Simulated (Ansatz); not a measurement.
# Ir: the cost of one run

Program: Ansatz 0.2.0. Level of theory: DFT LDA, scalar-relativistic, plane waves, PAW. These are calculated values, not measurements.

### 1 Starting point

Symmetry: Fm-3m, No. 225, cubic system. Conventional cell: a = 3.840 Å, b = 3.840 Å, c = 3.840 Å, α = 90.00°, β = 90.00°, γ = 90.00°. Ir (site symmetry m-3m) is surrounded by 12 Ir at 2.72 Å.

As a file:

```cif
data_structure
_symmetry_space_group_name_H-M 'Fm-3m'
_symmetry_Int_Tables_number 225
_cell_length_a 3.8400
_cell_length_b 3.8400
_cell_length_c 3.8400
_cell_angle_alpha 90.000
_cell_angle_beta 90.000
_cell_angle_gamma 90.000
_cell_volume 56.62
loop_
_atom_site_label
_atom_site_type_symbol
_atom_site_symmetry_multiplicity
_atom_site_Wyckoff_symbol
_atom_site_fract_x
_atom_site_fract_y
_atom_site_fract_z
_atom_site_occupancy
Ir1 Ir 4 a 0.00000 0.00000 0.00000 1
```

### 2 Relaxing cell and atoms: Ir, no spin

Input file input.yaml:

```yaml
crystal:
  lattice:
    - [0.0, 1.92, 1.92]
    - [1.92, 0.0, 1.92]
    - [1.92, 1.92, 0.0]
  atoms:
    - { symbol: Ir, position: [0.0, 0.0, 0.0] }
scf:
  occupations: { method: gaussian, width: 0.1 }
output:
  forces: true
  stress: true
  eigenvalues: true
  write_density: true
  write_potential: true
  elf: true
  volumetric_format: npy
kpoints:
  mp_grid: { grid: [48, 48, 48] }
hamiltonian:
  xc: lda
relax:
  f_tol: 0.003
  max_steps: 60
  cell: { stress_tol: 0.02 }
```

Command:

```
$ ansatz run input.yaml --threads 8 --pin off --max-ram 24576MiB --backend cpu --events-out ev --progress --plain --runs-dir out
```

Q: Estimate wall time and peak memory on 8 threads of Intel Xeon Platinum 8488C (Sapphire Rapids), shared host.

About 20 s, with a peak of 0.95 GiB.
